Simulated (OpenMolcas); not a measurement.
# ACPF/def2-SV(P) (core potential) run of InH2F (SMILES [F][InH2])

Aim: the energy change on altering one bond length of InH2F at ACPF/def2-SV(P) (core potential), from 2 runs. 

The calculation is run with OpenMolcas 26.06.

4 further runs of the same task are left out: 1 that didn't finish, 3 set aside as unsound or not needed.

## 1. The structure to begin with

The species is InH2F (4 atoms), meant as a singlet with charge 0. SMILES: `[F][InH2]`. The shape is that of a PBE0-D4/def2-TZVP optimisation.

Bond lengths: F1–In2 1.961 Å, In2–H3 1.702 Å, In2–H4 1.702 Å. Angles: F1–In2–H3 110.4°, F1–In2–H4 110.4°, H3–In2–H4 139.2°.

## 2. The energy at ACPF/def2-SV(P) (core potential)

The input, input.xyz:

```xyz
4

F     -1.631800    -0.629400     0.188600
In     0.194400     0.052300    -0.026300
H      1.304300    -0.965100     0.767900
H      0.188600     1.481900    -0.950400
```

The input, mol.input:

```
&GATEWAY
BasLib
$CurrDir
Coord
input.xyz
Basis
def2-SVP
Group
NoSym
&SEWARD
&SCF
PrOrbitals
0
&MOTRA
Frozen
5
&GUGA
Electrons
22
Spin
1
Inactive
11
Active
0
CIAll
1
&CPF
ACPF
```

The basis set def2-SV(P) is read from a file made from the Basis Set Exchange's data (not shown).

Launch:

```bash
export MOLCAS_MEM=1860
pymolcas mol.input > mol.log
```

The program printed, cut to the lines that bear on the results:

```text
--- Start Module: gateway ---
[...]
--- Stop Module: gateway /rc=_RC_ALL_IS_WELL_ ---
[...]
      Basis functions           44
[...]
       Convergence after  10 Iterations
[...]
::    Total SCF energy                               -289.7213593177
[...]
      Total spin, S                                     0.0000000000
[...]
      *** WARNING: Default frozen orbitals is overwritten by user input.
      *** Default values:   1
[...]
--- Start Module: guga ---
[...]
--- Stop Module: guga /rc=_RC_ALL_IS_WELL_ ---
--- Start Module: cpf ---
[...]
      Active orbitals                            0       0
[...]
      Spin quantum number                      0.0
[...]
     FINAL ACPF ENERGY        -290.00681410
     FINAL CORRELATION ENERGY   -0.28545479  REFERENCE ENERGY    -289.72135932
[...]
      Title:  ACPF natural orbitals
[...]
      Total electronic charge=   32.000000
      Total            charge=    0.000000
[...]
      Dipole Moment (debye):
      Origin of the operator (angstrom)=   -0.0527   -0.0399    0.0028
                   X=  2.6144E+00               Y=  9.7582E-01               Z= -3.0766E-01           Total=  2.8074E+00
      Quadrupole Moment (debye*angstrom):
[...]
--- Stop Module: cpf /rc=_RC_ALL_IS_WELL_ ---
[...]
```

Run time: 3.3 s. Hardware: 1 thread of Arm Neoverse V1, shared host; peak memory 0.38 GiB.

## 3. The distorted shape at the same level

The input, input.xyz:

```xyz
4

F     -1.449191    -0.561234     0.167111
In     0.194400     0.052300    -0.026300
H      1.304300    -0.965100     0.767900
H      0.188600     1.481900    -0.950400
```

The input, mol.input:

```
* FH2In ACPF

&GATEWAY
  BASLIB = $CurrDir
  COORD = input.xyz
  BASIS = def2-SVP
  GROUP = NoSym

&SEWARD

&SCF
  PRORBITALS = 0

&MOTRA
  FROZEN = 5

&GUGA
  ELECTRONS = 22
  SPIN = 1
  INACTIVE = 11
  ACTIVE = 0
  CIALL = 1

&CPF
  ACPF
```

The basis set def2-SV(P) is read from a file made from the Basis Set Exchange's data (not shown).

Launch:

```bash
export MOLCAS_MEM=1860
pymolcas mol.input > mol.log
```

The program printed, cut to the lines that bear on the results:

```text
--- Start Module: gateway ---
[...]
--- Stop Module: gateway /rc=_RC_ALL_IS_WELL_ ---
[...]
      Basis functions           44
[...]
       Convergence after  10 Iterations
[...]
::    Total SCF energy                               -289.6984099812
[...]
      Total spin, S                                     0.0000000000
[...]
      *** WARNING: Default frozen orbitals is overwritten by user input.
      *** Default values:   1
[...]
--- Start Module: guga ---
[...]
--- Stop Module: guga /rc=_RC_ALL_IS_WELL_ ---
--- Start Module: cpf ---
[...]
      Active orbitals                            0       0
[...]
      Spin quantum number                      0.0
[...]
     FINAL ACPF ENERGY        -289.98103900
     FINAL CORRELATION ENERGY   -0.28262902  REFERENCE ENERGY    -289.69840998
[...]
      Title:  ACPF natural orbitals
[...]
      Total electronic charge=   32.000000
      Total            charge=    0.000000
[...]
      Dipole Moment (debye):
      Origin of the operator (angstrom)=   -0.0272   -0.0304   -0.0002
                   X=  1.8145E+00               Y=  6.7724E-01               Z= -2.1354E-01           Total=  1.9485E+00
      Quadrupole Moment (debye*angstrom):
[...]
--- Stop Module: cpf /rc=_RC_ALL_IS_WELL_ ---
[...]
```

Run time: 3.3 s. Hardware: 1 thread of Arm Neoverse V1, shared host; peak memory 0.38 GiB.

## 4. What came out

At ACPF/def2-SV(P) (core potential), 5 core orbitals frozen:

| quantity | value |
| --- | --- |
| first shape: total energy | -290.00681 Eh |
| first shape: dipole moment (mean-field density) | 3.44 D |
| first shape: HOMO energy (Hartree–Fock orbitals) | -11.87 eV |
| first shape: LUMO energy (Hartree–Fock orbitals) | 0.71 eV |
| first shape: HOMO–LUMO gap (Hartree–Fock orbitals) | 12.58 eV |
| first shape: correlation energy (5 core orbitals frozen) | -285.5 mEh |
| distorted shape: total energy | -289.98104 Eh |
| distorted shape: dipole moment (mean-field density) | 2.41 D |
| distorted shape: HOMO energy (Hartree–Fock orbitals) | -11.57 eV |
| distorted shape: LUMO energy (Hartree–Fock orbitals) | 0.94 eV |
| distorted shape: HOMO–LUMO gap (Hartree–Fock orbitals) | 12.51 eV |
| distorted shape: correlation energy (5 core orbitals frozen) | -282.6 mEh |
| energy change with the F1–In2 bond shortened from 1.961 to 1.765 Å | 0.701 eV |

**Reading.** With the F1–In2 bond shortened from 1.961 to 1.765 Å the energy rises by 0.70 eV (16.2 kcal/mol). The first shape isn't relaxed at this level, so the change isn't measured from a minimum. Mulliken charges (distorted shape) of the mean-field density run from -0.64 on F1 to +0.87 on In2; they depend strongly on the basis.
